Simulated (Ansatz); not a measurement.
# Ca₃SbP: a line through an energy map

Aim: follow the energy of Ca₃SbP (Pm-3m, No. 221; 5 atoms in the cell) along one coordinate, equal normal strain along x, y and z, with the other held at amplitude of mode 1 (34i cm⁻¹) = −0.24 Å.

Method: DFT LDA, scalar-relativistic, plane waves, PAW, in Ansatz 0.2.0.

## 1. The starting structure

The structure is cubic, space group Pm-3m (No. 221). The conventional cell has a = 5.252 Å, b = 5.252 Å, c = 5.252 Å, α = 90.00°, β = 90.00°, γ = 90.00°. Ca (site symmetry 4/mmm) has 2 P at 2.63 Å as nearest neighbours. Sb (site symmetry m-3m) is surrounded by 12 Ca at 3.71 Å. P (site symmetry m-3m) has 6 Ca at 2.63 Å as nearest neighbours.

As a file:

```xyz
5
Lattice="5.2516 0.0000 0.0000 0.0000 5.2516 0.0000 0.0000 0.0000 5.2516" Properties=species:S:1:pos:R:3 pbc="T T T"
Ca    0.0000    2.6258    2.6258
Ca    2.6258    0.0000    2.6258
Ca    2.6258    2.6258    0.0000
Sb    0.0000    0.0000    0.0000
P     2.6258    2.6258    2.6258
```

It goes back to an entry of the Materials Project, which need not be the stable form.

This cell was relaxed beforehand with the same method: volume 28.97 Å³/atom, gap on the mesh 0.50 eV.

## 2. What is varied

The energy is mapped over a normal mode and a strain (zone-centre modes of the cell shown) (x along [1 0 0], y along [0 1 0], z along [0 0 1] of the conventional cell).

- amplitude of mode 1 (34i cm⁻¹), largest displacement in the unstrained cell: 9 values from −0.24 to 0.24 Å
- equal normal strain along x, y and z: 7 values from −2.50 to 2.50 %

Nothing else is relaxed (the pattern is fixed in fractional coordinates). Energies count from the relaxed high-symmetry cell. Points are written as (first, second).

The modes come from a phonon run on the reference cell, made beforehand.

The patterns, per unit of each coordinate (Å):

| atom | x1 | y1 | z1 |
| --- | --- | --- | --- |
| Ca1 | 0.251 | 0.000 | 0.000 |
| Ca2 | 1.000 | 0.000 | 0.000 |
| Ca3 | 1.000 | 0.000 | 0.000 |
| Sb4 | -0.768 | 0.000 | 0.000 |
| P5 | 0.107 | 0.000 | 0.000 |

## 3. Grid point (−0.24 Å, −2.50 %)

input.yaml

```yaml
crystal:
  lattice:
    - [5.1203274853, 0.0, 0.0]
    - [0.0, 5.1203274853, 0.0]
    - [0.0, 0.0, 5.1203274853]
  atoms:
    - { symbol: Ca, position: [-0.0114827719, 0.5, 0.5] }
    - { symbol: Ca, position: [0.4542997981, 0.0, 0.5] }
    - { symbol: Ca, position: [0.4542997981, 0.5, 0.0] }
    - { symbol: Sb, position: [0.0351054686, 0.0, 0.0] }
    - { symbol: P, position: [0.4951220023, 0.5, 0.5] }
basis:
  ecutwfc: 420
kpoints:
  mp_grid: { grid: [6, 6, 6] }
hamiltonian:
  xc: lda
scf:
  occupations: { method: gaussian, width: 0.05 }
output:
  forces: true
  stress: true
  eigenvalues: true
```

Run with:

```sh
ansatz run input.yaml --threads 1 --pin off --max-ram 2048MiB --backend cpu --events-out ev --progress --plain --runs-dir out
```

Further runs follow: the other points of the line.

**Question.** What will these runs give? Wanted: for each run, equal normal strain along x, y and z; energy; slope; pressure; largest force on an atom.

The runs gave:

| equal normal strain along x, y and z (%) | step | energy (meV) | slope (meV per %) | pressure (GPa) | band gap on the k-mesh (eV) | largest force on an atom (eV/Å) |
| --- | --- | --- | --- | --- | --- | --- |
| −2.50 | 3 | 159 | −117 | 4.5 | 0.725 | 0.243 |
| −1.67 | 4 | 78 | −80 | 3.0 | 0.746 | 0.174 |
| −0.83 | 5 | 25 | −45 | 1.7 | 0.766 | 0.108 |
| 0.00 | 6 | 1.1 | −13 | 0.5 | 0.784 | 0.065 |
| 0.83 | 7 | 2.5 | 16 | −0.6 | 0.801 | 0.077 |
| 1.67 | 8 | 28 | 44 | −1.6 | 0.815 | 0.087 |
| 2.50 | 9 | 75 | 70 | −2.4 | 0.790 | 0.109 |

Energies count from the relaxed high-symmetry cell. Slopes come from the forces (and the stress, where the cell changes), not from differences of energies.

In words: The lowest point of the line is at 0.00 %, 1.1 meV from the zero. Energies and slopes round the minimum, fitted together, put the minimum at 0.365 %, with a curvature of about 36 meV per %². The highest point computed, at −2.50 %, lies 158 meV above the lowest. This is one cut through a surface in two coordinates; the map's lowest point lies off it. With the other coordinates free, the energies away from the reference would be the same or lower. The reference is no minimum along the unstable mode, and wells on the map were not tested along the other modes. Spin-orbit coupling is left out, which matters for the bands of Sb.

The gaps are Kohn-Sham values of a semilocal functional, not quasiparticle or optical gaps. Such gaps usually fall short of the measured ones; spin-orbit coupling, left out here, narrows gaps with Sb, so the two errors partly cancel.
